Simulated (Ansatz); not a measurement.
# ClW: the cost of one run

Computed with Ansatz 0.2.0, Gaussian basis. Level: def2-TZVPP, core rule «outside noble gas», up to 9 orbitals frozen.

To be run: UHF; ROHF; CCSD(T) on UHF.

2 further runs of the same task are left out: 2 set aside as unsound or not needed.

### 1 The geometry

The geometry is a PBE0/def2-TZVP stationary point (not a proven minimum) of the parent state, kept for this charge and spin. No spin-orbit coupling is included. Elements past krypton take def2 core potentials.

2 atoms, charge 0, spin multiplicity 4.

Atoms are counted from 1 here; the program's logs count them from 0.

Bond lengths: W1–Cl2 2.244 Å.

### 2 UHF

Input file in.yaml:

```yaml
crystal:
  periodic: [false, false, false]
  atoms:
    - {symbol: W, position_ang: [0.000000, 0.000000, 0.000000]}
    - {symbol: Cl, position_ang: [0.000000, 0.000000, 2.243923]}
basis:
  gaussian: {orbitals: def2-TZVPP}
magnetization: {spin_polarized: true, initial_magnetization: 3}
hamiltonian: {xc: hf}
output: {orbitals: {seedname: orbitals}}
```

Started as:

```console
> ansatz run in.yaml --threads 1 --pin off --events-out ev --progress --plain --max-ram 4096MiB --backend cpu
```

Q: Estimate wall time and peak memory on 1 thread of AMD EPYC 7R13, shared host.

About 15 s, with a peak of 0.26 GiB.
